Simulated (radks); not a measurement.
**Si⁴⁻ held by a Watson sphere**

Aim: the size and levels of Si⁴⁻ inside a shell of charge +4.49 and radius R, which stands for the Madelung well of a crystal, for several R.

Program: radks (a radial shooting solver on a logarithmic mesh, Libxc functionals) version 1. Level of theory: scalar-relativistic Kohn-Sham, LB94 model potential, spin-polarised, spherical densities, point nucleus. These are calculated values, not measurements, unless marked.

**1. The atom as given**

```
element       : silicon (Z = 14)
charge        : -4
electrons     : 18
configuration : [Ar]
```

Outer shells as boxes (Hund's rule):

Si⁴⁻
```
[Ne] core
3s [↑↓]
3p [↑↓][↑↓][↑↓]
```

LB94 adds a gradient term to the LDA potential that gives it a −1/r tail. It is a model potential with no energy functional, so Etot and Exc are not given.

**2. R = 1.91 bohr**

Settings of this run:

```text
Z 14
configuration [Ar]
relativity scalar-relativistic
functional lda,pw
model_potential LB94
spin polarised
nucleus point
c 137.035999084
watson charge 4.49 radius 1.91 bohr
response adiabatic LDA kernel
```

**3. R = 1.92 bohr**

Input: that of step 2 with these lines changed.

```diff
@@ -8,3 +8,3 @@
 c 137.035999084
-watson charge 4.49 radius 1.91 bohr
+watson charge 4.49 radius 1.92 bohr
 response adiabatic LDA kernel
```

**4. R = 2.51 bohr**

Input: that of step 3 with these lines changed.

```diff
@@ -8,3 +8,3 @@
 c 137.035999084
-watson charge 4.49 radius 1.92 bohr
+watson charge 4.49 radius 2.51 bohr
 response adiabatic LDA kernel
```

**5. R = 3.16 bohr**

Input: that of step 4 with these lines changed.

```diff
@@ -8,3 +8,3 @@
 c 137.035999084
-watson charge 4.49 radius 2.51 bohr
+watson charge 4.49 radius 3.16 bohr
 response adiabatic LDA kernel
```

**6. R = 3.38 bohr**

Input: that of step 5 with these lines changed.

```diff
@@ -8,3 +8,3 @@
 c 137.035999084
-watson charge 4.49 radius 3.16 bohr
+watson charge 4.49 radius 3.38 bohr
 response adiabatic LDA kernel
```

**7. R = 4.27 bohr**

Input: that of step 6 with these lines changed.

```diff
@@ -8,3 +8,3 @@
 c 137.035999084
-watson charge 4.49 radius 3.38 bohr
+watson charge 4.49 radius 4.27 bohr
 response adiabatic LDA kernel
```

Before running it: what results should come out? Wanted: for each run, R; highest level; its <r>; sum of <r²>; α.

As calculated:

```
R (bohr)  highest level (eV)  its <r> (bohr)  sum of <r²> (bohr²)  α (bohr³)
    1.91             -16.822           2.288                48.46      26.40
    1.92             -16.782           2.294                48.66      26.61
    2.51             -14.435           2.626                61.87      42.95
    3.16             -12.161           2.986                77.97      72.38
    3.38             -11.487           3.106                83.68      85.97
    4.27              -9.220           3.585                108.2      167.7
```

In words: From R = 1.91 to 4.27 bohr the top level moves from -16.822 to -9.220 eV and its mean radius from 2.29 to 3.58 bohr. A wider sphere makes a shallower well, so the ion swells. The polarisability goes from 26.4 to 168 bohr³. Response by self-consistent Sternheimer equations with the Hartree and adiabatic LDA kernel, the relativistic mass of each level held fixed and spin-orbit coupling left out. The sphere does not respond.
